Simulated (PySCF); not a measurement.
# GaF (SMILES [F][Ga]) at CCSD(T)/def2-TZVPPD

Aim: the vertical ionisation energy of GaF at CCSD(T)/def2-TZVPPD, from 2 runs. The job is set up through a Python script.

The results are computed with PySCF 2.14.0.

1 further run of the same task is left out (set aside as unsound or not needed).

## 1. Starting point

GaF has 2 atoms, charge 0, and is taken as a singlet. SMILES: `[F][Ga]`. The shape comes from GFN2-xTB, which is rough for such elements, and wasn't checked as a minimum.

Bond lengths: F1–Ga2 1.799 Å.

## 2. The energy at CCSD(T)/def2-TZVPPD

Input file run.py:

```python
# FGa
from pyscf import gto, scf, cc

molecule = gto.M(
    atom='F 0.000000 0.000000 0.000000; Ga 0.000000 0.000000 1.799150',
    max_memory=1860,
    verbose=3,
    basis='def2-tzvppd',
    spin=0,
)

mf = scf.RHF(molecule)
mf.conv_tol = 1e-10
mf.kernel()
if not mf.converged:
    mf = mf.newton().run(mf.mo_coeff, mf.mo_occ)

mycc = cc.CCSD(mf, frozen=10)
mycc.kernel()
e_t = mycc.ccsd_t()
energy = mycc.e_tot + e_t
print('E = %.10f Eh' % energy)
```

On the command line:

```bash
$ OMP_NUM_THREADS=1 python run.py
```

Output:

```text
converged SCF energy = -2022.79106746937
E(CCSD) = -2023.245686088777  E_corr = -0.4546186194043716
CCSD(T) correction = -0.0169818269945404
E = -2023.2626679158 Eh
```

Wall time 26 s (1 thread of Arm Neoverse V2, shared host); peak memory 0.46 GiB.

## 3. The doublet cation

Input file job.py:

```python
from pyscf import gto, scf, cc

mol = gto.Mole()
mol.atom = [
    ('F', (0.000000, 0.000000, 0.000000)),
    ('Ga', (0.000000, 0.000000, 1.799150)),
]
mol.spin = 1
mol.charge = 1
mol.verbose = 3
mol.basis = 'def2-tzvppd'
mol.max_memory = 1860
mol.build()

calc0 = scf.UHF(mol)
calc0.conv_tol = 1e-10
calc0.kernel()
if not calc0.converged:
    calc0 = calc0.newton().run(calc0.mo_coeff, calc0.mo_occ)

mycc = cc.CCSD(calc0, frozen=10)
mycc.kernel()
e_t = mycc.ccsd_t()
etot = mycc.e_tot + e_t
print(f'total energy: {etot:.8f} hartree')
```

On the command line:

```bash
$ OMP_NUM_THREADS=1 python job.py
```

Output:

```text
converged SCF energy = -2022.44534590159  <S^2> = 0.76451168  2S+1 = 2.0144594
E(UCCSD) = -2022.862526847837  E_corr = -0.4171809462424809
UCCSD(T) correction = -0.0161198327961964
total energy: -2022.87864668 hartree
```

It took 2.3 min on 1 thread of Arm Neoverse V2, shared host; peak memory 2.2 GiB.

## 4. Outcome

Level: CCSD(T)/def2-TZVPPD, 10 core orbitals frozen.

```
                                                                  quantity           value
                                                 singlet GaF: total energy  -2023.26267 Eh
                         singlet GaF: dipole moment (Hartree–Fock density)          2.42 D
                          singlet GaF: HOMO energy (Hartree–Fock orbitals)       -10.03 eV
                          singlet GaF: LUMO energy (Hartree–Fock orbitals)         1.06 eV
                        singlet GaF: HOMO–LUMO gap (Hartree–Fock orbitals)        11.09 eV
                 singlet GaF: correlation energy (10 core orbitals frozen)      -471.6 mEh
                                               singlet GaF: (T) correction      -16.98 mEh
                                                singlet GaF: T1 diagnostic           0.016
                                              doublet cation: total energy  -2022.87865 Eh
doublet cation: HOMO energy (Hartree–Fock orbitals) (highest over α and β)       -19.69 eV
 doublet cation: LUMO energy (Hartree–Fock orbitals) (lowest over α and β)        -8.84 eV
              doublet cation: correlation energy (10 core orbitals frozen)      -433.3 mEh
                                            doublet cation: (T) correction      -16.12 mEh
                         doublet cation: ⟨S²⟩ of the reference determinant           0.765
                                             doublet cation: T1 diagnostic           0.020
                        vertical ionisation energy (to the doublet cation)       10.450 eV
```

**Reading.** Removing an electron at fixed nuclei costs 10.45 eV (241 kcal/mol). The triples (singlet GaF) make up 3.6 % of the correlation energy. The triples (doublet cation) make up 3.7 % of the correlation energy.
